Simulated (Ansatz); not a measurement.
# CH6AlBO: the cost of one run

Program: Ansatz 0.2.0, Gaussian basis. Level of theory: the settings change from run to run. These are calculated values, not measurements.

## Step 1: The molecule

The geometry comes from an earlier relaxation with PBE0-D4 in a triple-zeta def2 set; it is a stationary point, not always the lowest conformer.

SMILES `B[O][AlH][CH3]`, 10 atoms, charge 0, spin multiplicity 1.

Atoms are counted from 1 here; the program's logs count them from 0.

Bond lengths: B1–O2 1.331 Å, B1–H5 1.205 Å, B1–H6 1.205 Å, O2–Al3 1.690 Å, Al3–C4 1.939 Å, Al3–H7 1.580 Å, C4–H8 1.092 Å, C4–H9 1.095 Å, C4–H10 1.095 Å. Angles: O2–B1–H5 119.7°, O2–B1–H6 119.7°, H5–B1–H6 120.6°, B1–O2–Al3 179.9°, O2–Al3–C4 119.0°, O2–Al3–H7 115.7°, C4–Al3–H7 125.3°, Al3–C4–H8 112.4°, Al3–C4–H9 110.9°, Al3–C4–H10 110.8°, H8–C4–H9 108.0°, H8–C4–H10 108.0°, H9–C4–H10 106.4°.

## Step 2: revPBE/def2-TZVPP

Options: multiplicity 3, D4 dispersion, high accuracy.

in.yaml

```yaml
crystal:
  periodic: [false, false, false]
  atoms:
    - {symbol: B, position_ang: [-0.645029, 2.244456, 0.602166]}
    - {symbol: O, position_ang: [0.038121, 1.150272, 0.275395]}
    - {symbol: Al, position_ang: [0.906597, -0.238751, -0.140803]}
    - {symbol: C, position_ang: [-0.057076, -1.893734, -0.445997]}
    - {symbol: H, position_ang: [-1.048252, 2.977744, -0.265436]}
    - {symbol: H, position_ang: [-0.856473, 2.491693, 1.762868]}
    - {symbol: H, position_ang: [2.472615, -0.059875, -0.247985]}
    - {symbol: H, position_ang: [-1.133206, -1.783052, -0.295533]}
    - {symbol: H, position_ang: [0.299742, -2.682593, 0.224289]}
    - {symbol: H, position_ang: [0.106062, -2.257258, -1.465964]}
basis:
  gaussian: {orbitals: def2-TZVPP}
magnetization: {spin_polarized: true, initial_magnetization: 2}
hamiltonian: {xc: {name: revPBE}, dispersion: d4}
accuracy: high
```

Started as:

```bash
$ ansatz run in.yaml --threads 2 --pin off --events-out ev --progress --plain --max-ram 4352MiB
```

Q: Estimate wall time and peak memory on 2 threads of Arm Neoverse V1, shared host.

About 51 s, with a peak of 1.3 GiB.
